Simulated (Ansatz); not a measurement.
I need a short molecular-dynamics run of Be4InCu, space group F-43m. Use Ansatz 0.2.0 through its Python package. Settings: PBE, PAW, cutoff 327 eV, 1×1×1 k-points, Fermi-Dirac smearing of 0.1 eV.

Input file `be4incu.cif`:
```cif
data_Be4InCu
_cell_length_a 4.514226
_cell_length_b 4.514226
_cell_length_c 4.514226
_cell_angle_alpha 60.00000
_cell_angle_beta 60.00000
_cell_angle_gamma 60.00000
_symmetry_space_group_name_H-M 'P 1'
_symmetry_Int_Tables_number 1
loop_
_symmetry_equiv_pos_as_xyz
'x, y, z'
loop_
_atom_site_label
_atom_site_type_symbol
_atom_site_fract_x
_atom_site_fract_y
_atom_site_fract_z
Be1 Be    0.376301    0.376301    0.376301
Be2 Be    0.871096    0.376301    0.376301
Be3 Be    0.376301    0.376301    0.871096
Be4 Be    0.376301    0.871096    0.376301
In5 In    0.000000    0.000000    0.000000
Cu6 Cu    0.750000    0.750000    0.750000
```

Script `md_be4incu.py`:
```python
"""Born-Oppenheimer dynamics of Be4InCu."""

import warnings

import ansatz as az
from ase import Atoms
from ase.io import read
from ase.neighborlist import neighbor_list
import numpy as np


def main() -> None:
    warnings.simplefilter("ignore", az.DeckWarning)

    atoms = read("be4incu.cif")
    crystal = az.Crystal.from_ase(atoms)

    # a small cell and a short run: a test of the set-up, no statistics
    setup = (
        crystal.calculation()
        .basis(24 * az.Ry)
        .kpoints(1)
        .mixing("msr1")
        .scf(lower_state_search="light", self_checks="high")
        .functional("PBE")
        .occupations(az.OccupationsMethod.FERMI_DIRAC, width=0.1)
        .accuracy("medium")
        .md("nve", timestep=1.0, steps=15, temperature=1200, initial_velocities="maxwell_boltzmann", seed=964)
    )
    steps = []


    def collect(event):
        if event["event"] == "md_step":
            steps.append(event["data"])


    res = setup.session().plan().execute(on_event=collect)
    r = res.report

    print(" step   t (fs)     E_pot (eV)   E_kin (eV)    T (K)")
    for s in steps[::1]:
        print(f"{s['step']:5d} {s['time_fs']:8.1f} {s['lagrangian_ev']:14.4f} {s['e_kin_ev']:12.4f} {s['temperature_k']:8.1f}")

    temperature = np.array([s["temperature_k"] for s in steps])
    print(f"mean temperature of the second half {temperature[len(steps) // 2 :].mean():.1f} K")

    symbols = [site.symbol for site in res.lattice.sites]
    pairs = np.concatenate([neighbor_list("d", Atoms(symbols, positions=s["positions_ang"], cell=res.lattice.cell_ang, pbc=True), 4.5) for s in steps[len(steps) // 2 :]])
    counts, edges = np.histogram(pairs, bins=np.arange(0.5, 4.51, 0.25))
    for low, count in zip(edges, counts / (len(symbols) * len(steps[len(steps) // 2 :]))):
        print(f"{low:4.2f}-{low + 0.25:4.2f} A  {count:6.2f} neighbours an atom")

    kept = np.array([s["conserved_ev"] for s in steps], float)
    print(f"conserved quantity (thermostat and barostat terms included) drifts by {1000 * (kept[-1] - kept[0]) / len(res.lattice.sites):+.3f} meV/atom")

    track = np.array([s["positions_ang"] for s in steps])
    names = np.array([site.symbol for site in res.lattice.sites])
    for name in sorted(set(names)):
        msd = ((track[:, names == name] - track[0, names == name]) ** 2).sum(axis=2).mean(axis=1)
        print(f"mean square displacement of {name} (A^2):", np.round(msd[:: max(len(msd) // 6, 1)], 4))


if __name__ == "__main__":
    main()
```

`python md_be4incu.py` gives:
```text
 step   t (fs)     E_pot (eV)   E_kin (eV)    T (K)
    0      0.0    -12577.2340       0.7756   1200.0
    1      1.0    -12577.2348       0.7763   1201.2
    2      2.0    -12577.2291       0.7706   1192.4
    3      3.0    -12577.2169       0.7585   1173.6
    4      4.0    -12577.1986       0.7402   1145.2
    5      5.0    -12577.1746       0.7162   1108.2
    6      6.0    -12577.1457       0.6874   1063.6
    7      7.0    -12577.1128       0.6545   1012.8
    8      8.0    -12577.0769       0.6187    957.3
    9      9.0    -12577.0391       0.5810    898.9
   10     10.0    -12577.0006       0.5426    839.5
   11     11.0    -12576.9628       0.5049    781.2
   12     12.0    -12576.9271       0.4692    726.1
   13     13.0    -12576.8948       0.4370    676.2
   14     14.0    -12576.8674       0.4097    633.9
   15     15.0    -12576.8461       0.3885    601.1
mean temperature of the second half 764.3 K
0.50-0.75 A    0.00 neighbours an atom
0.75-1.00 A    0.00 neighbours an atom
1.00-1.25 A    0.00 neighbours an atom
1.25-1.50 A    0.00 neighbours an atom
1.50-1.75 A    0.00 neighbours an atom
1.75-2.00 A    0.17 neighbours an atom
2.00-2.25 A    1.71 neighbours an atom
2.25-2.50 A    2.54 neighbours an atom
2.50-2.75 A    6.88 neighbours an atom
2.75-3.00 A    2.04 neighbours an atom
3.00-3.25 A    0.00 neighbours an atom
3.25-3.50 A    0.12 neighbours an atom
3.50-3.75 A    1.33 neighbours an atom
3.75-4.00 A    4.58 neighbours an atom
4.00-4.25 A   10.04 neighbours an atom
4.25-4.50 A    2.58 neighbours an atom
conserved quantity (thermostat and barostat terms included) drifts by +0.136 meV/atom
mean square displacement of Be (A^2): [0.     0.0015 0.0058 0.0127 0.0216 0.0319 0.0429 0.0539]
mean square displacement of Cu (A^2): [0.     0.0001 0.0003 0.0006 0.0011 0.0017 0.0026 0.0036]
mean square displacement of In (A^2): [0.     0.     0.0001 0.0002 0.0004 0.0006 0.0009 0.0013]
```

Notes:
- The settings weren't tested for convergence.
- The cutoff lies under the one recommended for these potentials.
- The k-point mesh is coarse, and energy and stress weren't tested for convergence.
- The structure comes from a database of computed cells and needn't be a stable or known phase.
- A small cell, a coarse mesh and a very short run: it shows the set-up and gives no equilibrium averages.
- The script silences the warnings on its input, which a real study should read.
- Finished in 6 s on 1 thread of Arm Neoverse V2 (shared host), peak memory 0.41 GiB.
